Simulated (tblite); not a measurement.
# C3H8B2N2: the cost of one run

Computed with tblite 0.8.0 and PySCF 2.14.0, with density-fitted response routines of our own, on a single molecule in the gas phase. Atoms count from 0, in the outputs and in this text.

## Step 1: The molecule as given

15 atoms, charge 0, multiplicity 1; geometry from: force field or distance geometry start.

Bonds of the start (Å): C0–C1 1.22, C1–C2 1.47, C2–B3 1.59, B3–B4 1.66, B4–N5 1.54, B4–N6 1.54, C0–H7 1.06, C2–H8 1.09, C2–H9 1.10, B3–H10 1.21, N5–H11 1.04, N5–H12 1.04, N6–H13 1.02, N6–H14 1.05.

## Step 2: Optimising the geometry with GFN2-xTB

The job: settings as JSON, then the geometry in Å.

```
{"job": {"kind": "relax", "xc": "GFN2-xTB", "basis": "xTB"}, "charge": 0, "multiplicity": 1}
C      3.086300     0.337100    -0.502300
C      2.198800     0.008500     0.264800
C      1.173400    -0.401300     1.231600
B     -0.010700    -1.044600     0.392900
B     -1.018200    -0.177900    -0.606200
N     -1.515800     1.196900    -0.125700
N     -1.998300    -1.056800    -1.407000
H      3.852500     0.649400    -1.162600
H      0.773600     0.434800     1.810600
H      1.612000    -1.210200     1.835000
H     -0.568000    -1.948800     0.978200
H     -0.918600     1.966500    -0.496100
H     -1.635100     1.202600     0.911400
H     -2.204200    -0.694500    -2.340200
H     -2.832300    -1.265100    -0.806300
```

On the command line:

```bash
$ OMP_NUM_THREADS=1 python probes_run.py task.json out
```

One launch serves the whole session: the jobs run in the order shown.

Q: Estimate the wall time and peak memory of this first job on 1 thread of Arm Neoverse N1, shared host.

About 1.2 s, with a peak of 0.18 GiB.
